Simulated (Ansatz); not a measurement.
**Si4H8: up Jacob's ladder to CCSD(T)**

Aim: compute Si4H8 with functionals from several rungs and with coupled cluster, and see how far each lands from CCSD(T) at the basis-set limit for the atomisation energy.

The runs use Ansatz 0.2.0, Gaussian basis; functionals in def2-TZVPP, the program's frozen cores in correlated methods.

Levels to be run: LDA (SPW92), PBE-D4, revPBE-D4, BLYP-D4, r2SCAN-D4, B97M-V, PBE0-D4, B3LYP-D4, r2SCANh-D4, r2SCAN0-D4, HSE06-D4, BHLYP-D4, CAM-B3LYP-D4, LC-ωPBE, ωB97X-V, ωB97M-V, B2PLYP, PBE-QIDH; CCSD(T)/def2-SVP; CCSD(T)/def2-TZVPP; MP2/def2-QZVPP; extrapolation to the limit; RPA on PBE.

## (1) The relaxed structure

An earlier PBE0-D4 in a triple-zeta def2 set relaxation fixed the geometry.

12 atoms, charge 0, spin multiplicity 1.

Atoms are counted from 1 here; the program's logs count them from 0.

Bond lengths: Si1–Si2 2.364 Å, Si1–Si4 2.364 Å, Si1–H5 1.490 Å, Si1–H6 1.490 Å, Si2–Si3 2.364 Å, Si2–H7 1.489 Å, Si2–H8 1.490 Å, Si3–Si4 2.364 Å, Si3–H9 1.490 Å, Si3–H10 1.490 Å, Si4–H11 1.490 Å, Si4–H12 1.489 Å. Angles: Si2–Si1–Si4 90.0°, Si2–Si1–H5 114.3°, Si2–Si1–H6 114.4°, Si4–Si1–H5 114.3°, Si4–Si1–H6 114.4°, H5–Si1–H6 108.6°, Si1–Si2–Si3 90.0°, Si1–Si2–H7 114.3°, Si1–Si2–H8 114.4°, Si3–Si2–H7 114.3°, Si3–Si2–H8 114.4°, H7–Si2–H8 108.7°, Si2–Si3–Si4 90.0°, Si2–Si3–H9 114.4°, Si2–Si3–H10 114.4°, Si4–Si3–H9 114.4°, Si4–Si3–H10 114.3°, H9–Si3–H10 108.6° and more.

## (2) LDA

This LDA is Slater exchange with PW92 correlation.

Contents of in.yaml:

```yaml
crystal:
  periodic: [false, false, false]
  atoms:
    - {symbol: Si, position_ang: [-0.258230, -1.504336, 0.682691]}
    - {symbol: Si, position_ang: [1.219633, -0.639451, -0.947730]}
    - {symbol: Si, position_ang: [0.260454, 1.505056, -0.680315]}
    - {symbol: Si, position_ang: [-1.221341, 0.638909, 0.945869]}
    - {symbol: H, position_ang: [0.414895, -2.028118, 1.903846]}
    - {symbol: H, position_ang: [-1.197007, -2.542844, 0.173858]}
    - {symbol: H, position_ang: [1.044683, -1.224283, -2.306394]}
    - {symbol: H, position_ang: [2.659851, -0.719872, -0.576251]}
    - {symbol: H, position_ang: [1.201176, 2.539146, -0.166184]}
    - {symbol: H, position_ang: [-0.409133, 2.035056, -1.900774]}
    - {symbol: H, position_ang: [-1.055355, 1.225281, 2.305017]}
    - {symbol: H, position_ang: [-2.659645, 0.715467, 0.566357]}
basis:
  gaussian: {orbitals: def2-TZVPP}
hamiltonian: {xc: lda}
output: {orbitals: {seedname: orbitals}}
```

Further steps of the session: PBE-D4 (GGA); revPBE-D4 (GGA); BLYP-D4 (GGA); r2SCAN-D4 (meta-GGA); B97M-V (meta-GGA); PBE0-D4 (hybrid); B3LYP-D4 (hybrid); r2SCANh-D4 (hybrid); r2SCAN0-D4 (hybrid); HSE06-D4 (hybrid); BHLYP-D4 (hybrid); CAM-B3LYP-D4 (range-separated); LC-ωPBE-D4 (range-separated); ωB97X-V (range-separated); ωB97M-V (range-separated); B2PLYP (double hybrid); PBE-QIDH (double hybrid); CCSD(T) in def2-SVP; CCSD(T) in def2-TZVPP; MP2 in def2-QZVPP; RPA on PBE orbitals.

Before running them: what should the planned runs give, taken together? Wanted: atomisation energy, CCSD(T)/CBS; farthest beyond LDA; mean size of error, GGA; mean size of error, meta-GGA; mean size of error, hybrid; mean size of error, range-separated; mean size of error, double hybrid; gap, smallest and largest; T1 diagnostic.

The runs gave:

| quantity | value |
| --- | --- |
| atomisation energy, CCSD(T)/CBS | 3489.5 kJ/mol |
| functionals within 17.4 kJ/mol (0.5 %) | r2SCAN-D4, B3LYP-D4, r2SCANh-D4, r2SCAN0-D4, CAM-B3LYP-D4, ωB97M-V |
| farthest beyond LDA | B2PLYP (-78.6 kJ/mol) |
| mean size of error, GGA | 60.1 kJ/mol |
| mean size of error, meta-GGA | 23.1 kJ/mol |
| mean size of error, hybrid | 20.9 kJ/mol |
| mean size of error, range-separated | 30.8 kJ/mol |
| mean size of error, double hybrid | 61.6 kJ/mol |
| gap, smallest and largest | 4.31 eV (LDA (SPW92)), 10.67 eV (LC-ωPBE) |
| T1 diagnostic | 0.0148 |
| triples share of the correlation energy | 4.0 % |

LDA overbinds by 349.4 kJ/mol (10 %). PBE-D4 is off by -36.8 kJ/mol. Double hybrids carry the basis error of their MP2 part in triple zeta, and no dispersion term here, so their miss is partly the set-up's. Taken by rung, hybrid functionals do best (20.9 kJ/mol on average) and double hybrid ones worst beyond LDA (61.6 kJ/mol). The gap between the best rungs is small, so their order is not settled. The reference freezes the cores and leaves out relativity and excitations past (T), so misses under about 17.4 kJ/mol can't be ranked. Hartree-Fock recovers 76 % of the binding; the rest is correlation. CCSD(T) in def2-SVP is off by -261.2 kJ/mol, so the small basis spoils what the method gains. The gap grows from 4.3 to 10.7 eV across the functionals, mostly with the share of exact exchange.
